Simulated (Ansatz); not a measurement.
Ta3AsAu2O13:

```
Ta As Au O
1.0
     5.72386    0.00000    0.00000
     1.29464    6.25668    0.00000
     0.26816    1.30982    8.36637
Ta As Au O
3 1 2 13
Direct
  0.21713 0.30521 0.58431
  0.03325 0.11123 0.99855
  0.58248 0.62145 0.50482
  0.58707 0.89691 0.83049
  0.58004 0.09228 0.18613
  0.04485 0.82077 0.44682
  0.66201 0.69726 0.71088
  0.51632 0.13418 0.69625
  0.85098 0.88773 0.91932
  0.34466 0.87003 0.94651
  0.73015 0.29240 0.03095
  0.24622 0.21809 0.11075
  0.12900 0.09398 0.49104
  0.48032 0.38887 0.43499
  0.05966 0.26685 0.78594
  0.93330 0.53240 0.45645
  0.49975 0.85161 0.34971
  0.25256 0.62988 0.62473
  0.91878 0.95175 0.22636
```

The cell was built by a generator and needn't be a form met in nature.

| Property | Result |
| --- | --- |
| Program | Ansatz 0.2.0 |
| Task | relaxation of cell and atoms |
| Functional | PBEsol |
| Potentials or basis | Ansatz PAW |
| Cutoff | 420 eV (not typed: the program's choice for these potentials) |
| k mesh | 4 × 3 × 3 |
| Occupations | fermi-dirac, width 0.05 eV |
| Spin | no spin polarisation |

At the start: volume 15.77 Å³/atom.

**Question.** Where does the relaxation end?

**Answer.** It ends after 15 steps and the volume is 15.12 Å³/atom (-4.1 %); space group P1 (No. 1, to 0.05 Å).

Step by step:
```csv
step,energy change (eV),largest force (eV/Å),volume (Å³)
1,0.0000,0.4497,299.62
2,-0.1666,0.2587,286.72
3,-0.1722,0.1070,288.79
4,-0.1737,0.0430,288.79
5,-0.1748,0.0151,288.59
6,-0.1751,0.0167,288.53
7,-0.1751,0.0058,288.54
8,-0.1426,0.0057,288.54
9,-0.1487,0.0339,287.06
10,-0.1477,0.0274,287.38
11,-0.1473,0.0073,287.50
12,-0.1436,0.0073,287.50
13,-0.1444,0.0122,287.31
14,-0.1445,0.0061,287.28
15,-0.1437,0.0061,287.28
```

Final structure:
```cif
data_structure
_symmetry_space_group_name_H-M 'P 1'
_symmetry_Int_Tables_number 1
_cell_length_a 5.6513
_cell_length_b 6.3123
_cell_length_c 8.3312
_cell_angle_alpha 81.399
_cell_angle_beta 87.840
_cell_angle_gamma 77.867
_cell_volume 287.28
loop_
_atom_site_label
_atom_site_type_symbol
_atom_site_fract_x
_atom_site_fract_y
_atom_site_fract_z
_atom_site_occupancy
Ta1 Ta 0.21788 0.30470 0.58316 1
Ta2 Ta 0.03121 0.11372 0.00080 1
Ta3 Ta 0.58312 0.61932 0.50288 1
As1 As 0.58986 0.89781 0.83073 1
Au1 Au 0.57682 0.09366 0.18800 1
Au2 Au 0.04415 0.81838 0.44644 1
O1 O 0.66438 0.69401 0.71093 1
O2 O 0.52014 0.13439 0.69491 1
O3 O 0.85543 0.88779 0.91939 1
O4 O 0.34479 0.87363 0.94795 1
O5 O 0.72369 0.29644 0.03327 1
O6 O 0.24300 0.22232 0.11542 1
O7 O 0.12879 0.08960 0.49143 1
O8 O 0.48309 0.38463 0.43110 1
O9 O 0.05867 0.26998 0.78682 1
O10 O 0.93644 0.53013 0.45196 1
O11 O 0.49796 0.85064 0.34728 1
O12 O 0.25149 0.62887 0.62510 1
O13 O 0.91761 0.95287 0.22743 1
```

Caveat: the plane-wave basis is chosen anew once the cell has moved, so the energies of steps on either side of that aren't comparable; the pressure holds a Pulay correction of +0.6 GPa for the finite cutoff; the PAW data sets come from PBE, with cores solved anew for the run's functional, which leaves a small shift of forces and pressure.
